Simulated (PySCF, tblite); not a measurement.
# C₅H₈AlBrO: geometry, infrared bands and NMR shifts

Wanted: the infrared bands and NMR shifts of C₅H₈AlBrO (`C=C[O][Al]([Br])[C](=C)C`), by calculation.

Programs: tblite 0.8.0 and PySCF 2.14.0, with density-fitted response routines of our own. Each step states its level of theory. These are calculated values for one molecule in the gas phase, unless marked as measured. Atoms count from 0, in the outputs and in this text.

### 1 The starting structure

16 atoms, charge 0, multiplicity 1; geometry from: force field or distance geometry start.

Bonds of the start (Å): C0–C1 1.33, C1–O2 1.39, O2–Al3 1.87, Al3–Br4 2.39, Al3–C5 1.97, C5–C6 1.34, C5–C7 1.48, C0–H8 1.07, C0–H9 1.09, C1–H10 1.08, C6–H11 1.09, C6–H12 1.10, C7–H13 1.10, C7–H14 1.12, C7–H15 1.13.

### 2 Geometry optimisation with GFN2-xTB

The job: settings as JSON, then the geometry in Å.

```
{"job": {"kind": "relax", "xc": "GFN2-xTB", "basis": "xTB"}, "charge": 0, "multiplicity": 1}
C      3.019900     0.463400    -0.227300
C      2.363600    -0.684400    -0.356800
O      1.634600    -1.134700     0.743300
Al     0.104600    -0.243600     1.333300
Br    -0.426200    -0.523800     3.650100
C     -1.392500     0.203800     0.134100
C     -2.066400     1.354200     0.236900
C     -1.805200    -0.728900    -0.942900
H      3.615800     0.895600    -0.997900
H      2.908700     0.989500     0.722300
H      2.441600    -1.242300    -1.279300
H     -2.888700     1.535000    -0.461400
H     -1.829900     2.097200     1.015000
H     -1.046100    -0.723700    -1.739100
H     -2.815300    -0.485600    -1.348200
H     -1.826100    -1.762800    -0.493500
```

Run with:

```bash
> OMP_NUM_THREADS=1 python probes_run.py task.json out
```

The driver reads the jobs from task.json and runs them one after another.

**Question.** This job is followed by: GFN2-xTB harmonic vibrations, gas phase; GIAO PBE0/pcSseg-1 NMR shielding, non-relativistic, gas phase. What will the session give for the following? strongest single infrared mode (GFN2-xTB); zero-point energy (GFN2-xTB); 13C shifts against TMS (PBE0/pcSseg-1); 1H shifts against TMS (PBE0/pcSseg-1, means over atoms taken as alike); 17O shifts against H2O (PBE0/pcSseg-1); 27Al shifts against AlH4- (PBE0/pcSseg-1); 79Br shifts against HBr (PBE0/pcSseg-1); surface potential, 1st and 99th percentile.

**Answer**, as computed:

```
                                                              quantity                                   value
                             strongest single infrared mode (GFN2-xTB)                   1236 cm⁻¹, 423 km/mol
                                          zero-point energy (GFN2-xTB)                           72.0 kcal/mol
                                13C shifts against TMS (PBE0/pcSseg-1)     154.4, 154.4, 145.4, 99.4, 28.8 ppm
1H shifts against TMS (PBE0/pcSseg-1, means over atoms taken as alike)  6.91, 6.54, 6.15, 4.75, 4.46, 2.12 ppm
                                17O shifts against H2O (PBE0/pcSseg-1)                               148.0 ppm
                             27Al shifts against AlH4- (PBE0/pcSseg-1)                                49.7 ppm
                               79Br shifts against HBr (PBE0/pcSseg-1)                                -123 ppm
                                 surface potential, 1st and 99th percentile                      -0.68 V and 2.48 V
```

**Reading.** Over 166 steps the energy fell by 1.217 eV; of the close pairs, O2–Al3 changed most, 1.866 to 1.653 Å. All 42 modes are real, so the xTB geometry is a minimum. The strongest single mode, at 1236 cm⁻¹, moves mainly O2 and C1. Unscaled tight-binding wavenumbers are off by several per cent, some by more. Its intensities can rank the bands wrongly. The most deshielded hydrogen is H10 (hydrogen on an alkene carbon bearing oxygen), at 6.91 ppm: attached to an sp2 carbon and in the plane of the double bond. At PBE0/pcSseg-1: The widest tensor belongs to Br4: span 555 ppm, with a paramagnetic part of -382 ppm. At PBE0/pcSseg-1, counted by nearest atom on the grid, the HOMO lies on C0 38 %; C1 22 %, the LUMO on Al3 40 %; C6 17 %. Spin-orbit coupling is left out, which matters for shieldings and couplings at and beside the heavy atoms.
